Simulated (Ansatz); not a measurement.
# MnBr2: the cost of one run

Program: Ansatz 0.2.0. Level of theory: DFT LDA+U (U_eff = 8 eV on Mn d), plane waves, PAW. These are calculated values, not measurements.

The COD entry's cell or inner coordinates are ideal or old and differ from later refinements, so a difference from it is no clean test against experiment.

## Step 1: The starting structure

Symmetry: P-3m1, No. 164, trigonal system. Conventional cell: a = 3.820 Å, b = 3.820 Å, c = 6.190 Å, α = 90.00°, β = 90.00°, γ = 120.00°. Mn (site symmetry -3m) has 6 Br at 2.69 Å as nearest neighbours. Around Br (site symmetry 3m) lie 3 Mn at 2.69 Å.

Coordinates:

```
Mn Br
1.0
     3.82000    0.00000    0.00000
    -1.91000    3.30822    0.00000
     0.00000    0.00000   12.38000
Mn Br
2 4
Cartesian
  0.0000 0.0000 0.0000
  0.0000 0.0000 6.1900
  0.0000 2.2055 1.5475
  1.9100 1.1027 4.6425
  0.0000 2.2055 7.7375
  1.9100 1.1027 10.8325
```

Magnetic order typed: antiferromagnetic, doubled cell 0 0 1/2.

An earlier series on this cell reached its lowest free state from «random orbitals: single harmonics, first filling», perhaps among other starts.

## Step 2: Random orbitals: single harmonics, second filling

input.yaml

```yaml
crystal:
  lattice:
    - [3.82000143, 0.0, 0.0]
    - [-1.91000071, 3.30821828, 0.0]
    - [0.0, 0.0, 12.38000048]
  atoms:
    - { symbol: Mn, position: [0.0, 0.0, 0.0], spin: 3.0 }
    - { symbol: Br, position: [0.3333333333, 0.6666666667, 0.125] }
    - { symbol: Br, position: [0.6666666667, 0.3333333333, 0.375] }
    - { symbol: Mn, position: [0.0, 0.0, 0.5], spin: -3.0 }
    - { symbol: Br, position: [0.3333333333, 0.6666666667, 0.625] }
    - { symbol: Br, position: [0.6666666667, 0.3333333333, 0.875] }
basis:
  ecutwfc: 420
  ecutrho_ratio: 4
kpoints:
  mp_grid: { grid: [6, 6, 2] }
hamiltonian:
  xc: lda
  hubbard:
    sites:
      - { site: 0, l: d, u_eff: 8.0, starting_ns: [{ spin: up, occupation_matrix: s0up }, { spin: down, occupation_matrix: s0down }] }
      - { site: 3, l: d, u_eff: 8.0, starting_ns: [{ spin: up, occupation_matrix: s3up }, { spin: down, occupation_matrix: s3down }] }
    occupation_matrices:
      s0up:
        matrix:
          - [0.97, 0.0, 0.0, 0.0, 0.0]
          - [0.0, 0.02, 0.0, 0.0, 0.0]
          - [0.0, 0.0, 0.97, 0.0, 0.0]
          - [0.0, 0.0, 0.0, 0.97, 0.0]
          - [0.0, 0.0, 0.0, 0.0, 0.97]
      s0down:
        matrix:
          - [0.02, 0.0, 0.0, 0.0, 0.0]
          - [0.0, 0.97, 0.0, 0.0, 0.0]
          - [0.0, 0.0, 0.02, 0.0, 0.0]
          - [0.0, 0.0, 0.0, 0.02, 0.0]
          - [0.0, 0.0, 0.0, 0.0, 0.02]
      s3up:
        matrix:
          - [0.02, 0.0, 0.0, 0.0, 0.0]
          - [0.0, 0.97, 0.0, 0.0, 0.0]
          - [0.0, 0.0, 0.02, 0.0, 0.0]
          - [0.0, 0.0, 0.0, 0.02, 0.0]
          - [0.0, 0.0, 0.0, 0.0, 0.02]
      s3down:
        matrix:
          - [0.97, 0.0, 0.0, 0.0, 0.0]
          - [0.0, 0.02, 0.0, 0.0, 0.0]
          - [0.0, 0.0, 0.97, 0.0, 0.0]
          - [0.0, 0.0, 0.0, 0.97, 0.0]
          - [0.0, 0.0, 0.0, 0.0, 0.97]
    ns_hold: { iters: 5 }
scf:
  occupations: { method: gaussian, width: 0.05 }
  lower_state_search: "off"
  max_iter: 150
output:
  forces: true
  stress: true
  eigenvalues: true
  populations: true
  hubbard: { sites: [{ site: 0, l: d }, { site: 3, l: d }] }
magnetization:
  spin_polarized: true
```

The typed matrices put 0.97 on the chosen orbitals and 0.02 on the others, and are held for 5 cycles.

The run is started by

```sh
ansatz run input.yaml --threads 4 --pin off --max-ram 6144MiB --backend cpu --events-out ev --progress --plain --runs-dir out
```

What time and memory should one allow on 4 threads of Arm Neoverse V1, shared host?

About 8.4 s, with a peak of 0.67 GiB.
